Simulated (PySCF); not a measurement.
# C₃H₄F₄O: a tour of settings

Which settings matter for C₃H₄F₄O (`OC[C@@H](F)C(F)(F)F`), and how do bad ones show?

Computed with PySCF 2.14.0, with density-fitted response routines of our own, on a single molecule in the gas phase. Atoms are numbered from 0 throughout.

## 1. The starting structure

12 atoms, charge 0, multiplicity 1; geometry from: GFN2-xTB.

Bonds of the start (Å): O0–C1 1.39, C1–C2 1.54, C2–F3 1.37, C2–C4 1.54, C4–F5 1.34, C4–F6 1.33, C4–F7 1.34, O0–H8 0.97, C1–H9 1.09, C1–H10 1.10, C2–H11 1.10.

## 2. NMR shieldings: PBE0/pcSseg-1

The job: settings as JSON, then the geometry in Å.

```
{"job": {"kind": "nmr", "xc": "PBE0", "basis": "pcSseg-1"}, "charge": 0, "multiplicity": 1}
O     -1.347431     1.249776     0.264876
C     -1.192337    -0.133825     0.268062
C      0.117205    -0.594037    -0.393730
F      0.082047    -0.283396    -1.731555
C      1.353618     0.086185     0.213440
F      1.363339    -0.064563     1.543423
F      1.418912     1.387004    -0.050690
F      2.485513    -0.465675    -0.242802
H     -1.319622     1.580368    -0.642435
H     -1.190299    -0.445679     1.315099
H     -2.017361    -0.636690    -0.256921
H      0.247613    -1.680154    -0.312794
```

Level: GIAO PBE0/pcSseg-1 NMR shielding, non-relativistic, gas phase.

Run with:

```bash
> OMP_NUM_THREADS=1 python probes_run.py task.json out
```

This one command runs all jobs of the session in turn.

The program printed:

```text
coarse grid: 11168 points
cycle   1  E = -590.3925767386  dE =  1.261e+00  |g| = 1.113e+00  |ddm| = 2.910e+00
cycle   2  E = -590.1413528042  dE =  2.512e-01  |g| = 1.705e+00  |ddm| = 1.563e+00
cycle   3  E = -590.5977576731  dE = -4.564e-01  |g| = 6.879e-02  |ddm| = 1.011e+00
cycle   4  E = -590.5983553372  dE = -5.977e-04  |g| = 4.263e-02  |ddm| = 6.920e-02
cycle   5  E = -590.5986910349  dE = -3.357e-04  |g| = 1.061e-02  |ddm| = 3.081e-02
cycle   6  E = -590.5987059321  dE = -1.490e-05  |g| = 2.848e-03  |ddm| = 6.873e-03
cycle   7  E = -590.5987072307  dE = -1.299e-06  |g| = 4.221e-04  |ddm| = 2.146e-03
final grid: 112736 points
cycle   8  E = -590.6812247106  dE = -4.844e-05  |g| = 9.376e-03  |ddm| = 2.300e-02
cycle   9  E = -590.6812089782  dE =  1.573e-05  |g| = 1.363e-02  |ddm| = 1.337e-02
cycle  10  E = -590.6812410070  dE = -3.203e-05  |g| = 7.667e-04  |ddm| = 7.684e-03
cycle  11  E = -590.6812411091  dE = -1.021e-07  |g| = 2.450e-04  |ddm| = 7.119e-04
cycle  12  E = -590.6812411192  dE = -1.011e-08  |g| = 6.547e-05  |ddm| = 1.767e-04
cycle  13  E = -590.6812411198  dE = -5.753e-10  |g| = 1.938e-05  |ddm| = 4.738e-05
converged SCF energy = -590.6812411198

GIAO shielding tensors (ppm)
atom      isotropic    diamagn.    paramagn.     s11        s22        s33       span
  0 O      318.035     388.240     -70.205    282.821    319.135    352.149     69.328
  1 C      120.428     242.755    -122.327    100.561    112.645    148.077     47.516
  2 C       91.759     245.836    -154.077     66.213     85.921    123.143     56.930
  3 F      415.757     473.159     -57.402    376.366    419.236    451.668     75.302
  4 C       55.254     240.772    -185.518     50.329     53.748     61.686     11.357
  5 F      264.851     473.594    -208.743    185.645    268.114    340.793    155.148
  6 F      264.288     473.078    -208.791    186.009    272.762    334.092    148.084
  7 F      255.372     470.920    -215.548    170.866    246.356    348.895    178.029
  8 H       30.446      31.710      -1.264     21.686     28.419     41.232     19.546
  9 H       27.459      28.381      -0.922     24.345     26.507     31.523      7.178
 10 H       27.210      28.172      -0.962     22.277     26.428     32.925     10.649
 11 H       26.952      29.333      -2.381     24.664     26.603     29.590      4.926
```

Wall time 17 s (1 thread of Arm Neoverse V2, shared host); peak memory 0.72 GiB.

Shifts follow as δ = σ(reference) − σ, with reference shieldings (ppm) from runs at the same level and on the same kind of geometry: ¹H TMS 31.72, ¹³C TMS 186.9, ¹⁹F CFCl3 170.9, ¹⁷O H2O 336.1. The references are single molecules in the gas phase, so shifts against H2O, NH3, PH3, H3PO4 or CFCl3 are not on the usual liquid scales and can be off by tens of ppm. Atoms listed in one row are averaged.

```tsv
atoms	environment	σ (ppm)	δ (ppm)	δ scaled to CDCl3
C4	CF3 carbon	55.3	131.7	126.6
C2	sp3 CH bonded to F	91.8	95.2	91.0
C1	sp3 CH2 bonded to O	120.4	66.5	63.0
H11	hydrogen on an sp3 CH bonded to F	26.95	4.76	4.60
H10	hydrogen on an sp3 CH2 bonded to O	27.21	4.51	4.35
H9	hydrogen on an sp3 CH2 bonded to O	27.46	4.26	4.12
H8	hydrogen on an alcohol oxygen	30.45	1.27	–
O0	alcohol oxygen	318.0	18.0	–
F5, F6, F7	fluorine of a CF3 group	261.5	-90.6	–
F3	fluorine on an sp3 carbon	415.8	-244.8	–
```

The scaled column applies a straight-line fit of computed shieldings to shifts measured in CDCl3; 19F shifts take a fit of their own (root-mean-square error 0.16 ppm for H, 1.9 ppm for C).

Charges from the same density, by scheme (e):

```tsv
atoms	Mulliken	IAO	Hirshfeld	ESP fit
O0	-0.44	-0.53	-0.22	-0.56
C1	0.08	-0.06	-0.01	0.03
C2	0.03	0.11	0.04	-0.06
F3	-0.32	-0.31	-0.11	-0.17
C4	0.81	0.80	0.25	0.50
F5, F6, F7	-0.26	-0.27	-0.09	-0.17
```

Mayer bond orders: O0–C1 0.98, C1–C2 0.98, C2–F3 0.89, C2–C4 0.94, C4–F5 0.99, C4–F6 1.03, C4–F7 1.01.

## 3. Excited states and response: PBE0/def2-SVPD

Same as in step 2 but for these lines:

```diff
@@ -1,2 +1,2 @@
-{"job": {"kind": "nmr", "xc": "PBE0", "basis": "pcSseg-1"}, "charge": 0, "multiplicity": 1}
+{"job": {"kind": "uv", "xc": "PBE0", "basis": "def2-SVPD", "nstates": 6, "ntriplets": 2}, "charge": 0, "multiplicity": 1}
 O     -1.347431     1.249776     0.264876
```

Method: TDDFT PBE0/def2-SVPD, vertical, gas phase, core orbitals frozen in the response.

The program printed:

```text
coarse grid: 11168 points
cycle   1  E = -590.0501193235  dE =  1.201e+00  |g| = 1.041e+00  |ddm| = 4.148e+00
cycle   2  E = -589.8060519149  dE =  2.441e-01  |g| = 1.609e+00  |ddm| = 2.312e+00
cycle   3  E = -590.2413245430  dE = -4.353e-01  |g| = 7.069e-02  |ddm| = 1.413e+00
cycle   4  E = -590.2419692263  dE = -6.447e-04  |g| = 4.212e-02  |ddm| = 1.113e-01
cycle   5  E = -590.2422959749  dE = -3.267e-04  |g| = 1.042e-02  |ddm| = 4.678e-02
cycle   6  E = -590.2423122187  dE = -1.624e-05  |g| = 2.494e-03  |ddm| = 1.026e-02
cycle   7  E = -590.2423133176  dE = -1.099e-06  |g| = 4.041e-04  |ddm| = 2.685e-03
final grid: 112736 points
cycle   8  E = -590.3256300657  dE = -4.249e-05  |g| = 9.250e-03  |ddm| = 8.614e-02
cycle   9  E = -590.3256133643  dE =  1.670e-05  |g| = 1.355e-02  |ddm| = 2.029e-02
cycle  10  E = -590.3256463827  dE = -3.302e-05  |g| = 7.512e-04  |ddm| = 1.148e-02
cycle  11  E = -590.3256464945  dE = -1.118e-07  |g| = 2.267e-04  |ddm| = 9.874e-04
cycle  12  E = -590.3256465040  dE = -9.486e-09  |g| = 6.263e-05  |ddm| = 2.574e-04
cycle  13  E = -590.3256465045  dE = -5.502e-10  |g| = 2.134e-05  |ddm| = 6.669e-05
converged SCF energy = -590.3256465045

Static polarisability (au): isotropic 45.842, principal 44.037 45.174 48.314

Singlet excitations
state   eV       nm        f      main configurations
  1   7.4687    166.0   0.01071   H->L 0.91
  2   8.2905    149.5   0.03064   H->L+1 0.92
  3   8.6371    143.5   0.01124   H->L+2 0.88
  4   9.0200    137.5   0.00579   H-1->L 0.92
  5   9.0735    136.6   0.04343   H->L+3 0.86
  6   9.3496    132.6   0.00213   H->L+4 0.85

Triplet excitations (Tamm-Dancoff, eV): 7.1206 8.0719
```

It took 37 s on 1 thread of Arm Neoverse V2, shared host; peak memory 0.83 GiB.

The orbitals next to the gap, with their largest atomic shares:

```tsv
orbital	eV	atoms
HOMO−3	-11.64	F3 42 %, O0 22 %, C2 9 %
HOMO−2	-10.69	F3 30 %, C2 19 %, C4 12 %
HOMO−1	-10.13	O0 42 %, C1 20 %, F3 9 %
HOMO	-8.65	O0 62 %, C1 13 %, C2 8 %
LUMO	0.30	O0 17 %, C1 15 %, C2 14 %
LUMO+1	0.86	H11 16 %, O0 14 %, H9 12 %
LUMO+2	1.29	F3 16 %, O0 12 %, C2 12 %
```

With each of the 6 states as a Gaussian band of 0.4 eV half-width at 1/e, the curve within the window shown has maxima at 164 nm (ε 460), 137 nm (ε 2,200) L/(mol cm). Beyond the last state computed it falls off for lack of states. The curve at chosen wavelengths:

```json
{"nm": "128", "ε (L/mol/cm)": "291"}
{"nm": "130", "ε (L/mol/cm)": "693"}
{"nm": "132", "ε (L/mol/cm)": "1279"}
{"nm": "134", "ε (L/mol/cm)": "1861"}
{"nm": "136", "ε (L/mol/cm)": "2196"}
{"nm": "138", "ε (L/mol/cm)": "2190"}
{"nm": "140", "ε (L/mol/cm)": "1969"}
{"nm": "143", "ε (L/mol/cm)": "1676"}
{"nm": "145", "ε (L/mol/cm)": "1621"}
{"nm": "147", "ε (L/mol/cm)": "1600"}
{"nm": "149", "ε (L/mol/cm)": "1513"}
{"nm": "151", "ε (L/mol/cm)": "1316"}
{"nm": "153", "ε (L/mol/cm)": "1047"}
{"nm": "155", "ε (L/mol/cm)": "781"}
{"nm": "157", "ε (L/mol/cm)": "585"}
{"nm": "159", "ε (L/mol/cm)": "481"}
{"nm": "161", "ε (L/mol/cm)": "450"}
{"nm": "163", "ε (L/mol/cm)": "454"}
{"nm": "165", "ε (L/mol/cm)": "455"}
{"nm": "168", "ε (L/mol/cm)": "408"}
{"nm": "170", "ε (L/mol/cm)": "343"}
{"nm": "172", "ε (L/mol/cm)": "266"}
{"nm": "174", "ε (L/mol/cm)": "190"}
{"nm": "176", "ε (L/mol/cm)": "127"}
{"nm": "178", "ε (L/mol/cm)": "79"}
{"nm": "180", "ε (L/mol/cm)": "46"}
```

Further results of this job:

```tsv
property	computed
dipole moment (D)	2.50
polarisability (Å³)	6.79
HOMO–LUMO gap (eV)	8.95
−ε(HOMO) (eV)	8.65
```

## 4. Excited states and response: PBE0/def2-SVPD

Same as in step 3 but for these lines:

```diff
@@ -1,2 +1,2 @@
-{"job": {"kind": "uv", "xc": "PBE0", "basis": "def2-SVPD", "nstates": 6, "ntriplets": 2}, "charge": 0, "multiplicity": 1}
+{"job": {"kind": "uv", "xc": "PBE0", "basis": "def2-SVPD", "nstates": 6, "ntriplets": 5, "tda": false, "max_iter": 2, "scf": {"conv": 1e-15, "max_cycle": 50}}, "charge": 0, "multiplicity": 1}
 O     -1.347431     1.249776     0.264876
```

With the program's defaults for keys left out, this is: TDDFT PBE0/def2-SVPD, vertical, gas phase, core orbitals frozen in the response.

The program printed:

```text
final grid: 112736 points
cycle   1  E = -590.1311854359  dE =  1.208e+00  |g| = 1.048e+00  |ddm| = 4.142e+00
cycle   2  E = -589.8820960710  dE =  2.491e-01  |g| = 1.622e+00  |ddm| = 2.325e+00
cycle   3  E = -590.3246472550  dE = -4.426e-01  |g| = 7.106e-02  |ddm| = 1.426e+00
cycle   4  E = -590.3252980530  dE = -6.508e-04  |g| = 4.248e-02  |ddm| = 1.122e-01
cycle   5  E = -590.3256288037  dE = -3.308e-04  |g| = 1.055e-02  |ddm| = 4.683e-02
cycle   6  E = -590.3256453682  dE = -1.656e-05  |g| = 2.494e-03  |ddm| = 1.028e-02
cycle   7  E = -590.3256464677  dE = -1.099e-06  |g| = 4.108e-04  |ddm| = 2.720e-03
cycle   8  E = -590.3256464992  dE = -3.157e-08  |g| = 1.734e-04  |ddm| = 7.366e-04
cycle   9  E = -590.3256465040  dE = -4.807e-09  |g| = 5.792e-05  |ddm| = 1.772e-04
cycle  10  E = -590.3256465046  dE = -5.621e-10  |g| = 8.421e-06  |ddm| = 6.149e-05
cycle  11  E = -590.3256465046  dE = -1.046e-11  |g| = 4.694e-06  |ddm| = 1.332e-05
cycle  12  E = -590.3256465046  dE = -2.274e-12  |g| = 8.097e-07  |ddm| = 5.448e-06
cycle  13  E = -590.3256465046  dE = -1.364e-12  |g| = 4.129e-07  |ddm| = 1.000e-06
cycle  14  E = -590.3256465046  dE =  0.000e+00  |g| = 1.204e-07  |ddm| = 3.734e-07
cycle  15  E = -590.3256465046  dE =  4.547e-13  |g| = 6.586e-08  |ddm| = 1.427e-07
cycle  16  E = -590.3256465046  dE =  4.547e-13  |g| = 1.721e-08  |ddm| = 5.836e-08
cycle  17  E = -590.3256465046  dE =  0.000e+00  |g| = 6.312e-09  |ddm| = 1.257e-08
converged SCF energy = -590.3256465046

Static polarisability (au): isotropic 45.842, principal 44.037 45.174 48.314

Singlet excitations
state   eV       nm        f      main configurations
  1   7.4725    165.9   0.01143   H->L 0.91
  2   8.2935    149.5   0.03304   H->L+1 0.92
  3   8.6443    143.4   0.01263   H->L+2 0.88
  4   9.0272    137.3   0.00698   H-1->L 0.91
  5   9.0768    136.6   0.04539   H->L+3 0.86
  6   9.3534    132.6   0.00252   H->L+4 0.85

Triplet excitations (Tamm-Dancoff, eV): 7.1206 8.0719 8.3216 8.6869 8.9308
```

Wall time 39 s (1 thread of Arm Neoverse V2, shared host); peak memory 0.82 GiB.

Why it failed: The SCF converged, but the response equations did not within 2 iterations. Cure: allow more iterations. Numbers from the part that failed are no properties of the molecule.

## 5. Shielding tensors: PW91/Sadlej pVTZ

Same as in step 4 but for these lines:

```diff
@@ -1,2 +1,2 @@
-{"job": {"kind": "uv", "xc": "PBE0", "basis": "def2-SVPD", "nstates": 6, "ntriplets": 5, "tda": false, "max_iter": 2, "scf": {"conv": 1e-15, "max_cycle": 50}}, "charge": 0, "multiplicity": 1}
+{"job": {"kind": "nmr", "xc": "PW91", "basis": "Sadlej pVTZ", "pop": true, "scf": {"conv": 1e-06}}, "charge": 0, "multiplicity": 1}
 O     -1.347431     1.249776     0.264876
```

Level: GIAO PW91/Sadlej pVTZ NMR shielding, non-relativistic, gas phase.

The program printed:

```text
final grid: 112736 points
cycle   1  E = -591.1034191593  dE =  1.216e+00  |g| = 1.147e+00  |ddm| = 1.337e+01
cycle   2  E = -590.2582823629  dE =  8.451e-01  |g| = 2.483e+00  |ddm| = 4.113e+00
cycle   3  E = -591.3294361001  dE = -1.071e+00  |g| = 1.691e-01  |ddm| = 2.816e+00
cycle   4  E = -591.3330008106  dE = -3.565e-03  |g| = 1.216e-01  |ddm| = 7.700e-01
cycle   5  E = -591.3356291424  dE = -2.628e-03  |g| = 2.647e-02  |ddm| = 2.118e-01
cycle   6  E = -591.3357577442  dE = -1.286e-04  |g| = 7.536e-03  |ddm| = 8.913e-02
cycle   7  E = -591.3357695265  dE = -1.178e-05  |g| = 1.561e-03  |ddm| = 1.624e-02
cycle   8  E = -591.3357699218  dE = -3.953e-07  |g| = 6.074e-04  |ddm| = 4.340e-03
converged SCF energy = -591.3357699218

GIAO shielding tensors (ppm)
atom      isotropic    diamagn.    paramagn.     s11        s22        s33       span
  0 O      311.880     352.230     -40.350    277.949    316.224    341.467     63.518
  1 C      121.807     221.367     -99.560     98.894    111.955    154.572     55.678
  2 C       91.185     228.681    -137.496     63.151     84.457    125.947     62.797
  3 F      399.540     457.431     -57.892    352.724    404.023    441.872     89.148
  4 C       50.788     309.873    -259.085     42.430     51.181     58.754     16.324
  5 F      252.126     453.455    -201.330    176.435    253.881    326.060    149.625
  6 F      250.785     448.093    -197.307    176.035    258.377    317.944    141.909
  7 F      244.996     442.360    -197.364    161.296    236.776    336.916    175.620
  8 H       30.801      38.076      -7.274     22.354     29.437     40.613     18.259
  9 H       27.429      30.000      -2.570     24.720     26.924     30.644      5.924
 10 H       27.198      26.116       1.082     22.375     26.723     32.497     10.123
 11 H       26.768      33.473      -6.704     24.654     26.546     29.104      4.450
```

It took 43 s on 1 thread of Arm Neoverse V2, shared host; peak memory 0.75 GiB.

This run: δ C4 142.4, C2 102.0, C1 71.3, O0 24.4, H11 5.26, H10 4.83 ppm.

## 6. TDDFT and polarisability: wB97X-D/def2-SVPD

Same as in step 5 but for these lines:

```diff
@@ -1,2 +1,2 @@
-{"job": {"kind": "nmr", "xc": "PW91", "basis": "Sadlej pVTZ", "pop": true, "scf": {"conv": 1e-06}}, "charge": 0, "multiplicity": 1}
+{"job": {"kind": "uv", "xc": "wB97X-D", "basis": "def2-SVPD", "nstates": 1, "ntriplets": 5, "tda": false, "scf": {"damp": 0.3, "conv": 1e-08}}, "charge": 0, "multiplicity": 1}
 O     -1.347431     1.249776     0.264876
```

Method: TDDFT wB97X-D/def2-SVPD, vertical, gas phase, core orbitals frozen in the response.

The program printed:

```text
damping 0.30 in the first 6 cycles
final grid: 112736 points
cycle   1  E = -590.4888900328  dE =  1.343e+00  |g| = 1.165e+00  |ddm| = 4.075e+00
cycle   2  E = -590.6768970975  dE = -1.880e-01  |g| = 6.253e-01  |ddm| = 1.496e+00
cycle   3  E = -590.7224147725  dE = -4.552e-02  |g| = 3.318e-01  |ddm| = 7.180e-01
cycle   4  E = -590.7355772314  dE = -1.316e-02  |g| = 1.770e-01  |ddm| = 3.675e-01
cycle   5  E = -590.7391850524  dE = -3.608e-03  |g| = 9.327e-02  |ddm| = 1.972e-01
cycle   6  E = -590.7386274216  dE =  5.576e-04  |g| = 1.111e-01  |ddm| = 1.451e-01
cycle   7  E = -590.7378432229  dE =  7.842e-04  |g| = 1.315e-01  |ddm| = 1.731e-01
cycle   8  E = -590.7405903156  dE = -2.747e-03  |g| = 1.840e-03  |ddm| = 9.306e-02
cycle   9  E = -590.7405908287  dE = -5.131e-07  |g| = 3.025e-04  |ddm| = 1.531e-03
cycle  10  E = -590.7405908544  dE = -2.568e-08  |g| = 6.116e-05  |ddm| = 7.071e-04
cycle  11  E = -590.7405908553  dE = -8.906e-10  |g| = 3.192e-05  |ddm| = 1.290e-04
converged SCF energy = -590.7405908553

Static polarisability (au): isotropic 45.569, principal 43.875 44.912 47.921

Singlet excitations
state   eV       nm        f      main configurations
  1   7.8175    158.6   0.01032   H->L 0.75, H->L+1 0.15

Triplet excitations (Tamm-Dancoff, eV): 7.5043 8.7143 8.8337 9.1822 9.5367
```

Run time: 39 s. Hardware: 1 thread of Arm Neoverse V2, shared host; peak memory 0.84 GiB.

This run: HOMO -10.60 eV, LUMO 2.01 eV; lowest singlet 7.82 eV.

## 7. Side by side: NMR shifts

Shifts (ppm) of some atoms, chosen among heavy atoms and hydrogens apart, means over like atoms, with basis size and wall time:

```tsv
run	C4	C2	H11	H9	O0	F5	F3	functions	time
PBE0/pcSseg-1	131.7	95.2	4.76	4.26	18.0	-90.6	-244.8	156	17 s
PW91/Sadlej pVTZ	142.4	102.0	5.26	4.60	24.4	-100.6	-250.8	228	43 s
```

## 8. Comparing the runs: electronic excitations

Excitations and ground-state properties, with basis size and wall time:

```tsv
run	lowest singlet (eV)	brightest (eV)	f	gap (eV)	α (Å³)	μ (D)	functions	time
PBE0/def2-SVPD	7.47	9.07	0.043	8.95	6.79	2.50	207	37 s
wB97X-D/def2-SVPD	7.82	7.82	0.010	12.61	6.75	2.54	207	39 s
```

## 9. Outcome

| quantity | value |
| --- | --- |
| ¹³C shifts against TMS (PBE0/pcSseg-1) | 131.7, 95.2, 66.5 ppm |
| ¹H shifts against TMS (PBE0/pcSseg-1) | 4.76, 4.51, 4.26, 1.27 ppm |
| ¹⁷O shifts against H2O (PBE0/pcSseg-1) | 18.0 ppm |
| ¹⁹F shifts against CFCl3 (PBE0/pcSseg-1, means over atoms taken as alike) | -90.6, -244.8 ppm |
| lowest singlet (PBE0/def2-SVPD) | 7.47 eV (166 nm), f = 0.011 |
| brightest single state of those computed | state 5, 9.07 eV, f = 0.043 |
| lowest triplet | 7.12 eV |
| range of the shift of C4 | 131.7 to 142.4 ppm |
| range of the lowest singlet | 7.47 to 7.82 eV |
| property runs in this session | 5, of which 1 failed and 0 gave unsound results |

In words: Single values in the summary come from the first sound run of each kind (PBE0/pcSseg-1; PBE0/def2-SVPD), which need not be the best level. H11 (hydrogen on an sp3 CH bonded to F) lies farthest downfield among hydrogen, at 4.76 ppm; its carbon carries F, which withdraws density. At PBE0/pcSseg-1: The widest tensor belongs to F5, F6, F7: span 160 ppm, with a paramagnetic part of -211 ppm. The first singlet state (HOMO→LUMO 0.91) lies at 7.47 eV and is weak; of the 6 states computed, the strongest absorption comes from state 5 at 9.07 eV. The lowest triplet lies 0.35 eV below the lowest singlet (triplets in Tamm-Dancoff, singlets in full TDDFT). At PBE0/def2-SVPD, states above −ε(HOMO) (8.65 eV) lie where TDDFT describes them poorly and they hang on the basis; the brightest is among them. In ppm, C4 moves most: its shift spreads over 10.7 ppm, from 131.7 (PBE0/pcSseg-1) to 142.4 (PW91/Sadlej pVTZ). Part of that comes from the computed reference. The lowest singlet runs from 7.47 eV (PBE0/def2-SVPD) to 7.82 eV (wB97X-D/def2-SVPD), while the orbital gap spans 8.95 to 12.61 eV: the excitation energy moves far less from run to run than the orbital gap does. The lowest state need not be the same one in every run. The runs solved for a few states only, so the brightest column depends on that window.
